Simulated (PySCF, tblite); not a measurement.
**C4H5F2O2 radical: geometry, infrared bands and EPR parameters**

What infrared bands and EPR parameters should C4H5F2O2 radical (`[CH2][C@@H]1O[C@@H](F)[C@@H](F)O1`) show?

Programs: tblite 0.8.0 and PySCF 2.14.0, with density-fitted response routines of our own. Each step states its level of theory. These are calculated values for one molecule in the gas phase, unless marked as measured. Atoms count from 0, in the outputs and in this text.

## (1) The starting structure

13 atoms, charge 0, multiplicity 2; geometry from: force field or distance geometry start.

Bonds of the start (Å): C0–C1 1.51, C1–O2 1.37, O2–C3 1.41, C3–F4 1.37, C3–C5 1.53, C5–F6 1.37, C5–O7 1.41, O7–C1 1.40, C0–H8 1.10, C0–H9 1.09, C1–H10 1.11, C3–H11 1.10, C5–H12 1.11.

## (2) Optimising the geometry with GFN2-xTB

The job: settings as JSON, then the geometry in Å.

```
{"job": {"kind": "relax", "xc": "GFN2-xTB", "basis": "xTB"}, "charge": 0, "multiplicity": 2}
C      1.393100     0.249300     0.729100
C      0.421000    -0.900200     0.643000
O      0.191300    -1.158100    -0.684100
C     -0.572400    -0.069900    -1.153000
F     -1.754600    -0.489500    -1.710100
C     -0.965100     0.646200     0.140200
F     -2.265600     1.068000     0.038600
O     -0.817600    -0.404700     1.063600
H      1.619100     0.707200    -0.242800
H      2.256800     0.067800     1.369200
H      0.743600    -1.783100     1.225600
H     -0.000400     0.600300    -1.804200
H     -0.253600     1.467300     0.367100
```

Run with:

```console
$ OMP_NUM_THREADS=1 python probes_run.py task.json out
```

This one command runs all jobs of the session in turn.

The log of the run:

```text
step      E/eV     max force
  0    -777.93961    2.349
  1    -778.16365    1.357
  2    -778.29062    0.859
  3    -778.38919    0.944
  4    -778.46439    0.797
  5    -778.51760    0.559
  6    -778.55784    0.473
  7    -778.58931    0.644
  8    -778.61306    0.444
  9    -778.63356    0.454
 10    -778.66228    0.506
 11    -778.69657    0.784
 12    -778.73058    0.781
 13    -778.75778    0.430
 14    -778.77653    0.413
 15    -778.79086    0.329
 16    -778.80234    0.339
 17    -778.80946    0.215
 18    -778.81501    0.228
 19    -778.82035    0.212
 20    -778.82537    0.206
 21    -778.83004    0.172
 22    -778.83400    0.173
 23    -778.83724    0.182
 24    -778.84037    0.152
 25    -778.84399    0.142
 26    -778.84722    0.161
 27    -778.85073    0.212
 28    -778.85443    0.220
 29    -778.85840    0.218
 30    -778.86331    0.260
 31    -778.86931    0.249
 32    -778.87658    0.292
 33    -778.88507    0.288
 34    -778.87119    0.830
 35    -778.89936    0.297
 36    -778.90741    0.237
 37    -778.92079    0.477
 38    -778.93206    0.320
 39    -778.94015    0.322
 40    -778.94474    0.516
 41    -778.97128    0.224
 42    -778.98094    0.250
 43    -778.99333    0.514
 44    -779.00701    0.325
 45    -779.02003    0.211
 46    -779.04523    0.291
 47    -779.05234    0.207
 48    -779.05873    0.230
 49    -779.06495    0.166
 50    -779.06790    0.149
 51    -779.07033    0.129
 52    -779.07229    0.108
 53    -779.07385    0.093
 54    -779.07486    0.080
 55    -779.07561    0.080
 56    -779.07633    0.075
 57    -779.07683    0.057
 58    -779.07714    0.047
 59    -779.07736    0.041
 60    -779.07755    0.035
 61    -779.07769    0.029
 62    -779.07780    0.024
 63    -779.07786    0.019
 64    -779.07790    0.013
 65    -779.07792    0.012
 66    -779.07794    0.014
 67    -779.07796    0.015
 68    -779.07799    0.015
 69    -779.07804    0.020
 70    -779.07810    0.020
 71    -779.07817    0.023
 72    -779.07826    0.024
 73    -779.07835    0.022
 74    -779.07844    0.025
 75    -779.07856    0.032
 76    -779.07871    0.046
 77    -779.07890    0.055
 78    -779.07914    0.052
 79    -779.07942    0.059
 80    -779.07968    0.042
 81    -779.07987    0.035
 82    -779.08002    0.036
 83    -779.08005    0.073
 84    -779.08022    0.025
 85    -779.08029    0.030
 86    -779.08034    0.012
 87    -779.08036    0.011
 88    -779.08037    0.005
```

It took 0.33 s on 1 thread of Arm Neoverse V2, shared host.

Relaxation path: (not every step is listed)

| step | energy from step 0 (eV) | largest force (eV/Å) |
| --- | --- | --- |
| 0 | 0.0000 | 2.3494 |
| 1 | -0.2240 | 1.3566 |
| 2 | -0.3510 | 0.8587 |
| 3 | -0.4496 | 0.9443 |
| 4 | -0.5248 | 0.7973 |
| 5 | -0.5780 | 0.5594 |
| 6 | -0.6182 | 0.4729 |
| 7 | -0.6497 | 0.6439 |
| 8 | -0.6735 | 0.4441 |
| 15 | -0.8512 | 0.3292 |
| 22 | -0.8944 | 0.1732 |
| 29 | -0.9188 | 0.2184 |
| 36 | -0.9678 | 0.2370 |
| 43 | -1.0537 | 0.5142 |
| 50 | -1.1283 | 0.1488 |
| 57 | -1.1372 | 0.0575 |
| 64 | -1.1383 | 0.0130 |
| 71 | -1.1386 | 0.0229 |
| 78 | -1.1395 | 0.0525 |
| 83 | -1.1404 | 0.0727 |
| 84 | -1.1406 | 0.0255 |
| 85 | -1.1407 | 0.0297 |
| 86 | -1.1407 | 0.0124 |
| 87 | -1.1408 | 0.0112 |
| 88 | -1.1408 | 0.0049 |

Close pairs (by a distance rule), those that changed most:

| bond | before (Å) | after (Å) | change (Å) |
| --- | --- | --- | --- |
| C0–C1 | 1.508 | 1.461 | -0.047 |
| C1–O7 | 1.399 | 1.444 | +0.045 |
| C1–O2 | 1.371 | 1.414 | +0.043 |
| C5–O7 | 1.407 | 1.365 | -0.042 |
| O2–C3 | 1.410 | 1.369 | -0.041 |
| C3–C5 | 1.530 | 1.564 | +0.034 |
| C0–H8 | 1.098 | 1.070 | -0.028 |
| C0–H9 | 1.090 | 1.070 | -0.020 |

The end geometry stands in the next job.

## (3) Infrared spectrum with GFN2-xTB

The job: settings as JSON, then the geometry in Å.

```
{"job": {"kind": "ir", "xc": "GFN2-xTB", "basis": "xTB"}, "charge": 0, "multiplicity": 2}
C      2.002172    -0.372760     0.931220
C      0.620054    -0.447692     0.462665
O      0.531974    -0.354474    -0.945675
C     -0.735757     0.063328    -1.247688
F     -1.557385    -1.001323    -1.508458
C     -1.224215     0.783160     0.051721
F     -2.344113     0.149084     0.523576
O     -0.180711     0.662109     0.923406
H      2.779772    -0.145092     0.232483
H      2.203127    -0.480471     1.976499
H      0.126526    -1.378270     0.814435
H     -0.732720     0.686600    -2.147684
H     -1.493113     1.836287    -0.084227
```

The log of the run:

```text
mode    cm-1     km/mol
  1      75.9      2.21
  2     113.9      5.74
  3     125.2      1.86
  4     243.5      2.22
  5     267.9      2.05
  6     388.6     22.55
  7     478.6     33.72
  8     496.5      4.53
  9     514.1     12.14
 10     608.5     41.70
 11     675.2      2.05
 12     798.8     42.27
 13     834.3     36.40
 14     865.9     28.38
 15     899.9    125.42
 16    1005.4     32.97
 17    1036.5    235.60
 18    1055.6     69.85
 19    1074.7     10.09
 20    1116.8    240.79
 21    1156.4     23.37
 22    1194.0      1.55
 23    1216.3     35.36
 24    1230.5     10.21
 25    1279.6     11.16
 26    1285.1      3.42
 27    1296.8     11.27
 28    1344.9     13.34
 29    2746.1     27.43
 30    2950.5     10.26
 31    2961.4     28.42
 32    3158.3      0.24
 33    3220.8      1.27
```

Wall time 0.24 s (1 thread of Arm Neoverse V2, shared host).

The strongest bands and the atoms that carry them (share of the mass-weighted mode):

| cm⁻¹ | km/mol | atoms |
| --- | --- | --- |
| 608 | 41.7 | O7 24 %, C0 17 %, O2 14 % |
| 799 | 42.3 | C1 35 %, C3 15 %, C5 15 % |
| 834 | 36.4 | C5 30 %, C3 18 % |
| 900 | 125.4 | O7 29 %, C1 26 %, C5 14 % |
| 1036 | 235.6 | C5 38 %, C3 21 %, F6 14 % |
| 1056 | 69.8 | C1 28 %, H8 13 %, C3 12 %, C5 11 % |
| 1117 | 240.8 | C3 27 %, O2 26 %, C5 20 %, O7 19 % |
| 1216 | 35.4 | H11 40 %, C3 18 %, H12 15 % |

## (4) EPR parameters: B3LYP/pcH-1

Same as in step 3 but for these lines:

```diff
@@ -1,2 +1,2 @@
-{"job": {"kind": "ir", "xc": "GFN2-xTB", "basis": "xTB"}, "charge": 0, "multiplicity": 2}
+{"job": {"kind": "epr", "basis": "pcH-1"}, "charge": 0, "multiplicity": 2}
 C      2.002172    -0.372760     0.931220
```

With the program's defaults for keys left out, this is: UKS B3LYP, pcH-1 on C F H O, non-relativistic, mean-field spin-orbit, GIAO.

The log of the run:

```text
UKS, coarse grid
  cycle   1  E = -505.32473155  |g| = 7.64e-01
  cycle   2  E = -505.05792838  |g| = 1.20e+00
  cycle   3  E = -505.50950333  |g| = 4.97e-02
  cycle   4  E = -505.51025003  |g| = 2.75e-02
  cycle   5  E = -505.51053523  |g| = 9.57e-03
  cycle   6  E = -505.51056516  |g| = 3.67e-03
  cycle   7  E = -505.51056957  |g| = 1.10e-03
  cycle   8  E = -505.51057103  |g| = 5.33e-04
UKS, final grid
  cycle   1  E = -505.51059714  |g| = 7.50e-04
  cycle   2  E = -505.51059688  |g| = 1.17e-03
  cycle   3  E = -505.51059735  |g| = 1.19e-04
  cycle   4  E = -505.51059735  |g| = 1.89e-05
E = -505.51059735 Eh   <S^2> = 0.7534 (exact 0.7500)
g shifts (ppm)      1          2          3
  rmc          -147       -147       -147
  gc             15         27         42
  oz_so         -38        164        515
  total        -170         44        410
hyperfine (MHz)  atom isotope    a_iso     a_fc   dipolar eigenvalues
    0   13C      90.13      90.13    -82.82    -82.28    165.09
    1   13C     -30.38     -30.38     -2.69     -0.37      3.07
    2   17O       0.91       0.91     -1.06     -0.20      1.27
    3   13C      -1.57      -1.57     -0.53     -0.19      0.72
    4   19F       2.39       2.39     -2.03     -1.08      3.12
    5   13C       3.55       3.55     -1.13     -1.12      2.25
    6   19F       3.39       3.39     -6.74     -5.79     12.53
    7   17O     -57.90     -57.90    -13.13      6.44      6.68
    8    1H     -64.37     -64.37    -39.83     -0.95     40.78
    9    1H     -64.79     -64.79    -39.64     -1.23     40.87
   10    1H      68.10      68.10     -6.90     -2.96      9.86
   11    1H       0.19       0.19     -1.00     -0.89      1.89
   12    1H       4.93       4.93     -1.38     -0.89      2.26
```

It took 46 s on 1 thread of Arm Neoverse V2, shared host; peak memory 0.94 GiB.

Principal g values 2.00215, 2.00236, 2.00273; g(iso) = 2.00241, against 2.00232 for a free electron.

Hyperfine couplings; where a row names several nuclei, a(iso) is their mean (it holds for fast rotation or exchange) and the dipolar term the largest among them:

| nuclei | isotope | a(iso) (MHz) | a(iso) (G, at g = 2.0023) | largest dipolar term (MHz) |
| --- | --- | --- | --- | --- |
| C0 | 13C | 90.1 | 32.2 | 165.1 |
| H10 | 1H | 68.1 | 24.3 | 9.9 |
| H8, H9 | 1H | -64.6 | -23.0 | 40.9 |
| C1 | 13C | -30.4 | -10.8 | 3.1 |
| O2, O7 | 17O | -28.5 | -10.2 | -13.1 |
| F4, F6 | 19F | 2.9 | 1.0 | 12.5 |
| H11, H12 | 1H | 2.6 | 0.9 | 2.3 |
| C3, C5 | 13C | 1.0 | 0.4 | 2.3 |

Mulliken spin populations:

C0 1.08; C1 -0.05; O2 0.00; C3 0.00; F4 0.00; C5 0.00; F6 0.00; O7 0.03; H8 -0.04; H9 -0.04; H10 0.02; H11 0.00; H12 0.00

In first order the couplings over 0.8 MHz of 1H, 19F give 54 distinct lines over 74.3 G, if the averaged nuclei exchange fast.

The fields below are evaluated on a grid from the run's orbitals.

ELF in a plane through or near 6 of the atoms.

Ten even steps from '0' (0.00) to '9' (1.00):
```
0000000000000000000000000000
0000000000000000000000000000
0000000000000000000000000000
0000000000001210000000000000
0000000100036641022100000000
0000003410048871144200000000
0000037861058775487400000000
0000048984037348247400000000
0000037876437766214200000000
0000036353955413885100000000
0000378534945423884100000000
0001799975548767313100000000
0001899972037467234210000000
0000599930048884244321000000
0000035300047871023320000000
0000001000025650013310000000
0000000000001210001000000000
0000000000000000000000000000
0000000000000000000000000000
0000000000000000000000000000
```
The map spans 11.0 Å across and 8.0 Å up, centred on the molecule. Atoms in the plane (x, y in Å): C0 (-2.2, 0.1), O2 (-0.1, 1.1), C3 (1.2, 0.8), C5 (1.2, -0.7), O7 (-0.1, -1.1), H9 (-2.9, -0.8).

On the surface of density 0.002 e/bohr³ the electrostatic potential runs, from the 1st to the 99th percentile, from -1.16 V near F6 to 1.48 V near H11.

The spin density lies nearest to C0 67 %; H8, H9 about 10 % each.

## (5) Summary of results

| quantity | value |
| --- | --- |
| strongest single infrared mode (GFN2-xTB) | 1117 cm⁻¹, 241 km/mol |
| zero-point energy (GFN2-xTB) | 53.9 kcal/mol |
| g(iso) (B3LYP) | 2.00241 |
| ⟨S²⟩ | 0.753 (exact 0.75) |
| largest a(iso) (averaged by class) | 13C on C0, 90.1 MHz |
| surface potential, 1st and 99th percentile | -1.16 V and 1.48 V |

In words: Relaxing lowered the energy by 1.141 eV in 88 steps; the close pair that moved most is C0–C1, from 1.508 to 1.461 Å. No mode is imaginary among the 33: a minimum at this level. The strongest single mode, at 1117 cm⁻¹, is spread over several atoms, C3, O2, C5, O7 among them. GFN2-xTB is a fitted tight-binding method: band positions and strengths are rough. Its intensities can rank the bands wrongly. Most of the unpaired spin sits on C0 (1.08 e). The isotropic g lies 0.1 ppt above the free-electron value.
